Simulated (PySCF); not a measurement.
# CH7BO2SSi: the cost of one run

Computed with PySCF 2.14.0, with density-fitted response routines of our own, on a single molecule in the gas phase. Atoms are numbered from 0 throughout.

### 1 The molecule as given

13 atoms, charge 0, multiplicity 1; geometry from: GFN2-xTB. The atoms were then displaced at random by about 0.01 Å, so the start is not that level's minimum.

Bonds of the start (Å): C0–S1 1.84, S1–Si2 2.17, Si2–B3 1.94, B3–O4 1.40, B3–O5 1.33, C0–H6 1.10, C0–H7 1.07, C0–H8 1.07, Si2–H9 1.46, Si2–H10 1.47, O4–H11 0.96, O5–H12 0.97.

### 2 Geometry optimisation at PBE0-D3(BJ)/def2-SVP

Job settings and geometry (Å):

```
{"job": {"xc": "PBE0", "basis": "def2-SVP", "d3": "d3bj", "grid": 1, "shake": 0.01, "kind": "geom"}, "charge": 0, "multiplicity": 1}
C      2.266290    -0.344080    -0.184380
S      1.516030     0.955470     0.887440
Si    -0.390110     1.261760    -0.106240
B     -1.384660    -0.395820    -0.316070
O     -2.761050    -0.516480    -0.113630
O     -0.791350    -1.514300    -0.725850
H      2.494130     0.117250    -1.152760
H      3.168040    -0.658810     0.290880
H      1.542470    -1.131930    -0.286410
H     -0.059110     1.965820    -1.341010
H     -0.978630     2.266880     0.794850
H     -3.234860     0.257050     0.206120
H     -1.381390    -2.279710    -0.824540
```

On the command line:

```sh
$ OMP_NUM_THREADS=1 python probes_run.py task.json out
```

One launch serves the whole session: the jobs run in the order shown.

Q: Estimate the wall time and peak memory of this first job on 1 thread of Arm Neoverse V2, shared host.

About 60 s, with a peak of 0.53 GiB.
